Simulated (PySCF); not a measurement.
# CH8Ge2O: the cost of one run

The runs use PySCF 2.14.0, with density-fitted response routines of our own; the level of theory stands in each step. All values are computed, except where a source is named. Atoms count from 0, in the outputs and in this text.

## (1) The molecule as given

12 atoms, charge 0, multiplicity 1; geometry from: GFN2-xTB. The atoms were then displaced at random by about 0.01 Å, so the start is not that level's minimum.

Bonds of the start (Å): Ge0–C1 1.95, C1–O2 1.40, O2–Ge3 1.77, Ge0–H4 1.50, Ge0–H5 1.52, Ge0–H6 1.50, C1–H7 1.10, C1–H8 1.08, Ge3–H9 1.51, Ge3–H10 1.52, Ge3–H11 1.46.

## (2) Optimising the geometry at PBE0-D3(BJ)/def2-SVP

Job settings and geometry (Å):

```
{"job": {"xc": "PBE0", "basis": "def2-SVP", "d3": "d3bj", "grid": 1, "shake": 0.01, "kind": "geom"}, "charge": 0, "multiplicity": 1}
Ge    -1.702930     0.098890     0.059820
C     -0.248940    -1.141150     0.443550
O      0.992830    -0.847590    -0.127370
Ge     1.873810     0.688250    -0.147510
H     -3.003410    -0.466030     0.560560
H     -1.520990     1.447950     0.737360
H     -1.873520     0.391640    -1.406450
H     -0.139510    -1.217450     1.532550
H     -0.529520    -2.124780     0.096020
H      2.053960     1.187420     1.268680
H      1.035590     1.690830    -0.919800
H      3.102340     0.263730    -0.812310
```

Launch:

```bash
$ OMP_NUM_THREADS=1 python probes_run.py task.json out
```

This one command runs all jobs of the session in turn.

Q: Estimate the wall time and peak memory of this first job on 1 thread of Arm Neoverse V2, shared host.

About 1.9 min, with a peak of 0.55 GiB.
